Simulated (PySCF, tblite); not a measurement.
**ClH7NSi3 radical, a small gas-phase stand-in for a defect centre (Si site with back bonds [SiH3], [SiH3], Cl): EPR parameters**

What EPR parameters should one expect for `[NH][Si]([SiH3])([SiH3])Cl`? It is drawn as: nitrogen radical.

Programs: tblite 0.8.0 and PySCF 2.14.0. All values are calculated, for the isolated system unless a continuum is named. Atoms count from 0, parts from 1.

### Step 1. The system as given

12 atoms, charge 0, multiplicity 2; geometry: distance geometry start.

### Step 2. Geometry optimisation with GFN2-xTB

Job settings and geometry (Å):

```
{"job": {"kind": "relax", "xc": "GFN2-xTB", "basis": "xTB"}, "charge": 0, "multiplicity": 2}
Si    -0.530599     0.560580    -0.499992
Si    -0.894768    -1.152699     0.838037
Si     1.129121     1.791366     0.287432
Cl    -2.305510     1.771120    -0.578947
N     -0.108006    -0.027755    -2.152840
H      0.088288    -2.166405     0.611275
H     -2.177887    -1.710208     0.596233
H     -0.812208    -0.756744     2.182451
H      2.014908     2.127332    -0.752190
H      1.819424     1.034629     1.259125
H      0.627901     2.964559     0.892767
H     -0.101603     0.569371    -3.005883
```

With the program's defaults for keys left out, this is: GFN2-xTB geometry optimisation, gas phase.

On the command line:

```sh
OMP_NUM_THREADS=1 python cluster_run.py task.json out
```

The driver reads the jobs from task.json and runs them one after another.

Standard output:

```text
step      E/eV     max force
  0    -440.18350    6.429
  1    -440.89305    2.839
  2    -441.03193    3.307
  3    -441.11714    0.870
  4    -441.13968    0.363
  5    -441.15716    0.252
  6    -441.16252    0.258
  7    -441.17584    0.279
  8    -441.18430    0.252
  9    -441.19230    0.238
 10    -441.19944    0.308
 11    -441.20838    0.325
 12    -441.21657    0.268
 13    -441.22117    0.173
 14    -441.22335    0.164
 15    -441.22449    0.107
 16    -441.22572    0.157
 17    -441.22747    0.166
 18    -441.23032    0.145
 19    -441.23240    0.148
 20    -441.23395    0.088
 21    -441.23475    0.073
 22    -441.23551    0.082
 23    -441.23674    0.096
 24    -441.23863    0.126
 25    -441.24062    0.120
 26    -441.24179    0.136
 27    -441.24233    0.127
 28    -441.24284    0.073
 29    -441.24409    0.095
 30    -441.24493    0.099
 31    -441.24553    0.059
 32    -441.24574    0.035
 33    -441.24590    0.029
 34    -441.24610    0.039
 35    -441.24637    0.053
 36    -441.24663    0.048
 37    -441.24682    0.031
 38    -441.24693    0.028
 39    -441.24703    0.031
 40    -441.24716    0.047
 41    -441.24729    0.049
 42    -441.24740    0.032
 43    -441.24746    0.021
 44    -441.24750    0.021
 45    -441.24755    0.023
 46    -441.24760    0.025
 47    -441.24765    0.020
 48    -441.24768    0.021
 49    -441.24770    0.022
 50    -441.24774    0.021
 51    -441.24780    0.026
 52    -441.24789    0.029
 53    -441.24798    0.022
 54    -441.24802    0.014
 55    -441.24804    0.016
 56    -441.24807    0.016
 57    -441.24811    0.020
 58    -441.24816    0.025
 59    -441.24821    0.024
 60    -441.24825    0.022
 61    -441.24829    0.020
 62    -441.24832    0.017
 63    -441.24834    0.013
 64    -441.24836    0.008
 65    -441.24837    0.011
 66    -441.24839    0.018
 67    -441.24844    0.027
 68    -441.24854    0.040
 69    -441.24871    0.040
 70    -441.24886    0.027
 71    -441.24894    0.020
 72    -441.24899    0.019
 73    -441.24904    0.022
 74    -441.24915    0.031
 75    -441.24935    0.045
 76    -441.24960    0.035
 77    -441.24980    0.025
 78    -441.24992    0.028
 79    -441.25001    0.026
 80    -441.25017    0.033
 81    -441.25069    0.057
 82    -441.25150    0.059
 83    -441.25258    0.040
 84    -441.25013    0.187
 85    -441.25328    0.041
 86    -441.25344    0.028
 87    -441.25367    0.048
 88    -441.25377    0.028
 89    -441.25388    0.021
 90    -441.25409    0.027
 91    -441.25430    0.040
 92    -441.25445    0.035
 93    -441.25464    0.042
 94    -441.25485    0.043
 95    -441.25509    0.049
 96    -441.25526    0.055
 97    -441.25554    0.039
 98    -441.25574    0.031
 99    -441.25588    0.024
100    -441.25598    0.030
101    -441.25605    0.024
102    -441.25613    0.022
103    -441.25627    0.025
104    -441.25640    0.030
105    -441.25657    0.032
106    -441.25668    0.028
107    -441.25679    0.022
108    -441.25684    0.022
109    -441.25691    0.021
110    -441.25697    0.017
111    -441.25701    0.019
112    -441.25704    0.016
113    -441.25707    0.013
114    -441.25711    0.011
115    -441.25714    0.012
116    -441.25716    0.015
117    -441.25718    0.014
118    -441.25720    0.011
119    -441.25723    0.011
120    -441.25727    0.013
121    -441.25730    0.012
122    -441.25733    0.018
123    -441.25735    0.017
124    -441.25740    0.014
125    -441.25745    0.018
126    -441.25753    0.020
127    -441.25760    0.019
128    -441.25766    0.015
129    -441.25770    0.012
130    -441.25772    0.008
131    -441.25773    0.007
```

Run time: 1.9 s. Hardware: 1 thread of Intel Xeon 6975P-C, shared host.

Along the way:

| step | energy from step 0 (eV) | largest force (eV/Å) |
| --- | --- | --- |
| 0 | 0.0000 | 6.4281 |
| 5 | -0.9737 | 0.2521 |
| 10 | -1.0159 | 0.3074 |
| 15 | -1.0410 | 0.1072 |
| 20 | -1.0505 | 0.0886 |
| 25 | -1.0571 | 0.1196 |
| 30 | -1.0614 | 0.0993 |
| 35 | -1.0629 | 0.0528 |
| 40 | -1.0637 | 0.0471 |
| 45 | -1.0641 | 0.0227 |
| 50 | -1.0642 | 0.0210 |
| 55 | -1.0645 | 0.0164 |
| 60 | -1.0648 | 0.0215 |
| 65 | -1.0649 | 0.0112 |
| 70 | -1.0654 | 0.0263 |
| 75 | -1.0659 | 0.0453 |
| 80 | -1.0667 | 0.0331 |
| 85 | -1.0698 | 0.0411 |
| 90 | -1.0706 | 0.0274 |
| 95 | -1.0716 | 0.0494 |
| 100 | -1.0725 | 0.0303 |
| 105 | -1.0731 | 0.0323 |
| 110 | -1.0735 | 0.0175 |
| 115 | -1.0736 | 0.0121 |
| 120 | -1.0738 | 0.0132 |
| 125 | -1.0740 | 0.0178 |
| 130 | -1.0742 | 0.0082 |
| 131 | -1.0742 | 0.0076 |

Close pairs (by a distance rule), those that changed most:

| bond | before (Å) | after (Å) | change (Å) |
| --- | --- | --- | --- |
| Si0–N4 | 1.805 | 1.632 | -0.172 |
| Si0–Si1 | 2.204 | 2.362 | +0.158 |
| Si0–Si2 | 2.211 | 2.363 | +0.151 |
| Si1–H7 | 1.404 | 1.465 | +0.061 |
| Si2–H8 | 1.407 | 1.460 | +0.053 |
| Si2–H10 | 1.412 | 1.464 | +0.052 |
| Si0–Cl3 | 2.150 | 2.100 | -0.049 |
| Si2–H9 | 1.412 | 1.461 | +0.049 |

### Step 3. Geometry optimisation at PBE0-D3(BJ)/def2-SVP

Job settings and geometry (Å):

```
{"job": {"xc": "PBE0", "basis": "def2-SVP", "d3": "d3bj", "grid": 2, "kind": "geom", "shake": 0.01}, "charge": 0, "multiplicity": 2}
Si    -0.392644     0.164992    -0.677254
Si    -0.908182    -1.521109     0.873602
Si     1.368267     1.363859     0.286740
Cl    -2.003746     1.515289    -0.523847
N      0.025158    -0.457236    -2.126809
H      0.362585    -2.144483     1.225293
H     -1.808826    -2.502959     0.308169
H     -1.493263    -0.955197     2.082599
H      1.985855     2.305003    -0.633953
H      2.373352     0.374291     0.730324
H      0.928330     2.115664     1.476756
H     -0.398393    -0.285700    -3.004619
```

Standard output:

```text
step   0  E = -1386.59007775  max force = 0.038215
step   1  E = -1386.59675463  max force = 0.016266
step   2  E = -1386.59863688  max force = 0.005751
step   3  E = -1386.59932377  max force = 0.001833
step   4  E = -1386.59947695  max force = 0.001130
step   5  E = -1386.59963839  max force = 0.000937
step   6  E = -1386.59969954  max force = 0.000565
step   7  E = -1386.59975745  max force = 0.000897
step   8  E = -1386.59980581  max force = 0.001694
step   9  E = -1386.59985635  max force = 0.001904
step  10  E = -1386.59988683  max force = 0.001182
step  11  E = -1386.59989840  max force = 0.000288
optimisation converged
```

Wall time 1.9 min (1 thread of Intel Xeon 6975P-C, shared host); peak memory 0.63 GiB.

The steps of the relaxation:

| step | energy from step 0 (eV) | largest force component (eV/Å) |
| --- | --- | --- |
| 0 | 0.0000 | 1.9651 |
| 1 | -0.1817 | 0.8364 |
| 2 | -0.2329 | 0.2957 |
| 3 | -0.2516 | 0.0943 |
| 4 | -0.2558 | 0.0581 |
| 5 | -0.2602 | 0.0482 |
| 6 | -0.2618 | 0.0291 |
| 7 | -0.2634 | 0.0461 |
| 8 | -0.2647 | 0.0871 |
| 9 | -0.2661 | 0.0979 |
| 10 | -0.2669 | 0.0608 |
| 11 | -0.2672 | 0.0148 |

Close pairs (by a distance rule), those that changed most:

| bond | before (Å) | after (Å) | change (Å) |
| --- | --- | --- | --- |
| Si0–N4 | 1.632 | 1.722 | +0.090 |
| Si1–H6 | 1.447 | 1.493 | +0.046 |
| Si2–H8 | 1.454 | 1.493 | +0.039 |
| Si1–H7 | 1.457 | 1.494 | +0.037 |
| N4–H11 | 0.990 | 1.025 | +0.036 |
| Si1–H5 | 1.458 | 1.493 | +0.034 |
| Si2–H10 | 1.475 | 1.494 | +0.019 |
| Si2–H9 | 1.479 | 1.493 | +0.014 |

The next job starts from the end point, and lists it.

| at the end point | value |
| --- | --- |
| point group (found at 0.08 Å tolerance) | Cs |
| rotational constants (GHz, main isotopes) | 1.677, 1.462, 1.094 |
| dipole moment (D) | 0.34 |
| ⟨S²⟩ | 0.757 |

### Step 4. g tensor and hyperfine couplings: B3LYP/IGLO-III+pcH-1

Job settings and geometry (Å):

```
{"job": {"kind": "epr"}, "charge": 0, "multiplicity": 2}
Si    -0.366724     0.148037    -0.505979
Si    -0.950593    -1.671347     0.862144
Si     1.438344     1.412092     0.312076
Cl    -2.035351     1.419649    -0.569380
N      0.170793    -0.521972    -1.998543
H      0.222517    -2.580186     1.025118
H     -2.090214    -2.407537     0.238752
H     -1.366077    -1.142540     2.196510
H      1.737806     2.515806    -0.647817
H      2.634137     0.532980     0.474122
H      1.055263     1.988867     1.636099
H     -0.329587    -0.280133    -2.860342
```

Level: UKS B3LYP, IGLO-III on Cl N Si, pcH-1 on H, non-relativistic, mean-field spin-orbit, GIAO.

Standard output:

```text
UKS, coarse grid
  cycle   1  E = -1387.66232639  |g| = 4.67e-01
  cycle   2  E = -1387.17321069  |g| = 1.04e+00
  cycle   3  E = -1387.77321855  |g| = 1.00e-01
  cycle   4  E = -1387.77603478  |g| = 9.82e-02
  cycle   5  E = -1387.78083024  |g| = 2.79e-02
  cycle   6  E = -1387.78136456  |g| = 1.19e-02
  cycle   7  E = -1387.78148475  |g| = 3.78e-03
  cycle   8  E = -1387.78149589  |g| = 7.47e-04
  cycle   9  E = -1387.78149619  |g| = 2.94e-04
UKS, final grid
  cycle   1  E = -1387.78152492  |g| = 2.89e-04
  cycle   2  E = -1387.78152491  |g| = 3.34e-04
  cycle   3  E = -1387.78152497  |g| = 6.22e-05
  cycle   4  E = -1387.78152497  |g| = 2.21e-05
E = -1387.78152497 Eh   <S^2> = 0.7565 (exact 0.7500)
g shifts (ppm)      1          2          3
  rmc          -197       -197       -197
  gc             -4         23         38
  oz_so         118       1510       7590
  total         -84       1335       7431
hyperfine (MHz)  atom isotope    a_iso     a_fc   dipolar eigenvalues
    0  29Si      67.77      67.89     -2.88      1.15      1.72
    1  29Si     -78.06     -78.20    -21.46     10.38     11.08
    2  29Si     -78.89     -79.03    -21.61     10.43     11.18
    3  35Cl      -2.38      -2.41     -1.35     -0.24      1.59
    4   14N      25.53      25.40    -37.43    -36.06     73.50
    5    1H      -1.40      -1.40     -2.01     -0.96      2.96
    6    1H      -1.08      -1.08     -2.19     -0.93      3.12
    7    1H      22.35      22.35     -1.79     -0.44      2.23
    8    1H      -1.46      -1.46     -2.22     -0.95      3.17
    9    1H      -1.44      -1.44     -2.02     -0.96      2.98
   10    1H      23.32      23.32     -1.80     -0.44      2.24
   11    1H     -51.39     -51.57    -45.81     -7.46     53.28
```

Run time: 47 s. Hardware: 1 thread of Intel Xeon 6975P-C, shared host; peak memory 0.96 GiB.

Principal g values 2.00224, 2.00365, 2.00975; g(iso) = 2.00521, against 2.00232 for a free electron.

Mean a(iso) over the nuclei that a row names, and the largest dipolar term of the row (other rows stand at the frozen geometry):

| nuclei | isotope | a(iso) (MHz) | a(iso) (G, at g = 2.0023) | largest dipolar term (MHz) |
| --- | --- | --- | --- | --- |
| Si1, Si2 | 29Si | -78.5 | -28.0 | -21.6 |
| Si0 | 29Si | 67.8 | 24.2 | -2.9 |
| H11 | 1H | -51.4 | -18.3 | 53.3 |
| N4 | 14N | 25.5 | 9.1 | 73.5 |
| H7, H10 | 1H | 22.8 | 8.1 | 2.2 |
| Cl3 | 35Cl | -2.4 | -0.9 | 1.6 |
| H5, H9 | 1H | -1.4 | -0.5 | 3.0 |
| H6, H8 | 1H | -1.3 | -0.5 | 3.2 |

Mulliken spin populations:

| atom | value (e) |
| --- | --- |
| Si0 | -0.02 |
| Si1 | 0.07 |
| Si2 | 0.08 |
| Cl3 | 0.00 |
| N4 | 0.88 |
| H5 | 0.00 |
| H6 | 0.00 |
| H7 | 0.01 |
| H8 | 0.00 |
| H9 | 0.00 |
| H10 | 0.01 |
| H11 | -0.03 |

In first order the couplings over 0.8 MHz of 1H, 14N, 35Cl give 648 distinct lines over 57.3 G, if the averaged nuclei exchange fast; the same motion can average rows kept apart here too.

### Step 5. g tensor and hyperfine couplings: BHandHLYP/IGLO-III+pcH-1

The job, as its differences from that of step 4:

```diff
@@ -1,2 +1,2 @@
-{"job": {"kind": "epr"}, "charge": 0, "multiplicity": 2}
+{"job": {"kind": "epr", "xc": "BHandHLYP"}, "charge": 0, "multiplicity": 2}
 Si    -0.366724     0.148037    -0.505979
```

Method: UKS BHandHLYP, IGLO-III on Cl N Si, pcH-1 on H, non-relativistic, mean-field spin-orbit, GIAO.

Standard output:

```text
UKS, coarse grid
  cycle   1  E = -1387.53633140  |g| = 4.08e-01
  cycle   2  E = -1387.46529072  |g| = 6.06e-01
  cycle   3  E = -1387.64997317  |g| = 6.41e-02
  cycle   4  E = -1387.65594955  |g| = 5.17e-02
  cycle   5  E = -1387.65869668  |g| = 1.86e-02
  cycle   6  E = -1387.65964918  |g| = 6.27e-03
  cycle   7  E = -1387.65975446  |g| = 2.80e-03
  cycle   8  E = -1387.65976865  |g| = 1.05e-03
  cycle   9  E = -1387.65976944  |g| = 2.67e-04
UKS, final grid
  cycle   1  E = -1387.65978650  |g| = 1.61e-04
  cycle   2  E = -1387.65978652  |g| = 1.10e-04
  cycle   3  E = -1387.65978653  |g| = 3.86e-05
  cycle   4  E = -1387.65978654  |g| = 2.45e-05
E = -1387.65978654 Eh   <S^2> = 0.7590 (exact 0.7500)
g shifts (ppm)      1          2          3
  rmc          -200       -200       -200
  gc             -7         26         38
  oz_so          64       1339       7659
  total        -143       1165       7497
hyperfine (MHz)  atom isotope    a_iso     a_fc   dipolar eigenvalues
    0  29Si      77.90      78.04     -4.78     -0.35      5.13
    1  29Si     -67.90     -68.01    -16.27      7.72      8.55
    2  29Si     -68.65     -68.77    -16.38      7.75      8.63
    3  35Cl      -2.64      -2.65     -0.92      0.32      0.60
    4   14N      35.75      35.63    -39.69    -38.22     77.91
    5    1H      -1.89      -1.89     -1.88     -1.09      2.97
    6    1H      -2.39      -2.39     -2.05     -1.10      3.16
    7    1H      18.40      18.39     -1.52     -0.52      2.04
    8    1H      -2.69      -2.69     -2.09     -1.12      3.21
    9    1H      -1.92      -1.93     -1.89     -1.10      2.99
   10    1H      19.20      19.19     -1.53     -0.51      2.04
   11    1H     -63.90     -64.09    -50.08     -8.27     58.35
```

It took 52 s on 1 thread of Intel Xeon 6975P-C, shared host; peak memory 0.93 GiB.

In short: g(iso) 2.00516.

### Step 6. Comparing the runs: EPR parameters

g, ⟨S²⟩ and isotropic hyperfine couplings (MHz), with basis size and wall time:

| run | g(iso) | ⟨S²⟩ | 29Si Si1 (mean) | 29Si Si0 | 1H H11 | 14N N4 | 1H H7 (mean) | functions | time |
| --- | --- | --- | --- | --- | --- | --- | --- | --- | --- |
| B3LYP/IGLO-III+pcH-1 | 2.00521 | 0.757 | -78.5 | 67.8 | -51.4 | 25.5 | 22.8 | 281 | 47 s |
| BHandHLYP/IGLO-III+pcH-1 | 2.00516 | 0.759 | -68.3 | 77.9 | -63.9 | 35.8 | 18.8 | 281 | 52 s |

### Step 7. Outcome

| quantity | value |
| --- | --- |
| point group | Cs |
| rotational constants (main isotopes) | 1.68, 1.46, 1.09 GHz |
| g(iso) (B3LYP) | 2.00521 |
| ⟨S²⟩ | 0.757 (exact 0.75) |
| largest a(iso) (averaged by class) | 29Si on Si1, Si2, -78.5 MHz |

The start of the PBE0/def2-SVP relaxation was shaken at random by about 0.01 Å, so part of the energy gained, and of the first lengths quoted, undoes that. Over 11 steps the energy fell by 0.267 eV; of the close pairs, Si0–N4 changed most, 1.632 to 1.722 Å (PBE0/def2-SVP). N4 carries the largest spin population, 0.88 e. The isotropic g lies 2.9 ppt above the free-electron value. The coupling of 29Si on Si1 runs from -78.5 (B3LYP/IGLO-III+pcH-1) to -68.3 MHz (BHandHLYP/IGLO-III+pcH-1). A capped cluster stands for the solid here, so long-range fields and strain are missing, and bands or shifts of the capping hydrogens have no counterpart in it.
